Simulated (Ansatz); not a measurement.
# CH₃Cl₃Ge: up Jacob's ladder to CCSD(T)

One table from this session's results is given with a row withheld; the runs are named, their logs left out.

Program: Ansatz 0.2.0, Gaussian basis. Level of theory: functionals in def2-TZVPP, the program's frozen cores in correlated methods. These are calculated values, not measurements.

Levels to be run: LDA (SPW92), PBE-D4, revPBE-D4, BLYP-D4, r2SCAN-D4, B97M-V, PBE0-D4, B3LYP-D4, r2SCANh-D4, r2SCAN0-D4, HSE06-D4, BHLYP-D4, CAM-B3LYP-D4, LC-ωPBE, ωB97X-V, ωB97M-V, B2PLYP, PBE-QIDH; CCSD(T)/def2-SVP; CCSD(T)/def2-TZVPP; MP2/def2-QZVPP; extrapolation to the limit; RPA on PBE.

### The geometry

An earlier PBE0-D4 in a triple-zeta def2 set relaxation fixed the geometry.

8 atoms, charge 0, spin multiplicity 1.

Atoms are counted from 1 here; the program's logs count them from 0.

Bond lengths: Cl1–C2 1.767 Å, C2–Ge3 1.956 Å, C2–H6 1.090 Å, C2–H7 1.090 Å, Ge3–Cl4 2.137 Å, Ge3–Cl5 2.137 Å, Ge3–H8 1.533 Å. Angles: Cl1–C2–Ge3 111.9°, Cl1–C2–H6 108.6°, Cl1–C2–H7 108.6°, Ge3–C2–H6 109.2°, Ge3–C2–H7 109.3°, H6–C2–H7 109.2°, C2–Ge3–Cl4 108.7°, C2–Ge3–Cl5 108.7°, C2–Ge3–H8 114.0°, Cl4–Ge3–Cl5 108.6°, Cl4–Ge3–H8 108.4°, Cl5–Ge3–H8 108.4°.

The first run:

Input file in.yaml:

```yaml
crystal:
  periodic: [false, false, false]
  atoms:
    - {symbol: Cl, position_ang: [2.255315, 0.273632, 0.085950]}
    - {symbol: C, position_ang: [0.739832, -0.450785, 0.634680]}
    - {symbol: Ge, position_ang: [-0.791731, 0.199604, -0.392697]}
    - {symbol: Cl, position_ang: [-0.480785, -0.263048, -2.455361]}
    - {symbol: Cl, position_ang: [-0.906567, 2.322823, -0.181879]}
    - {symbol: H, position_ang: [0.597363, -0.204072, 1.686969]}
    - {symbol: H, position_ang: [0.812221, -1.533116, 0.526094]}
    - {symbol: H, position_ang: [-2.133549, -0.402138, 0.040345]}
basis:
  gaussian: {orbitals: def2-TZVPP}
hamiltonian: {xc: lda}
output: {orbitals: {seedname: orbitals}}
```

Run with:

```
$ ansatz run in.yaml --threads 4 --pin off --events-out ev --progress --plain --max-ram 10444MiB
```

Steps of the session up to this table: LDA; PBE-D4 (GGA); revPBE-D4 (GGA); BLYP-D4 (GGA); r2SCAN-D4 (meta-GGA); B97M-V (meta-GGA); PBE0-D4 (hybrid); B3LYP-D4 (hybrid); r2SCANh-D4 (hybrid); r2SCAN0-D4 (hybrid); HSE06-D4 (hybrid); BHLYP-D4 (hybrid); CAM-B3LYP-D4 (range-separated); LC-ωPBE (range-separated); ωB97X-V (range-separated); ωB97M-V (range-separated); B2PLYP (double hybrid); PBE-QIDH (double hybrid).

One table of the session follows, with a row left open; its other results are not shown here.

```
  functional  HOMO (eV)  gap (eV)
 LDA (SPW92)      -7.20      5.26
      PBE-D4      -7.07      5.43
   revPBE-D4      -7.02      5.49
     BLYP-D4      -6.93      5.37
   r2SCAN-D4      -7.38      6.01
      B97M-V      -7.49      6.18
     PBE0-D4      -8.40      7.73
    B3LYP-D4      -8.16      7.20
  r2SCANh-D4      -7.87      6.85
  r2SCAN0-D4      -8.60      8.09
    HSE06-D4      -8.00      6.96
    BHLYP-D4      -9.60      9.97
CAM-B3LYP-D4      -9.75     10.14
     LC-ωPBE     -11.13     12.76
     ωB97X-V          ?         ?
     ωB97M-V     -10.60     11.95
```

Q: Estimate the row for ωB97X-V from the others.

The run gave: HOMO (eV): -10.77; gap (eV): 12.29. In the column «HOMO (eV)» it lies between LC-ωPBE (-11.13) and ωB97M-V (-10.60).
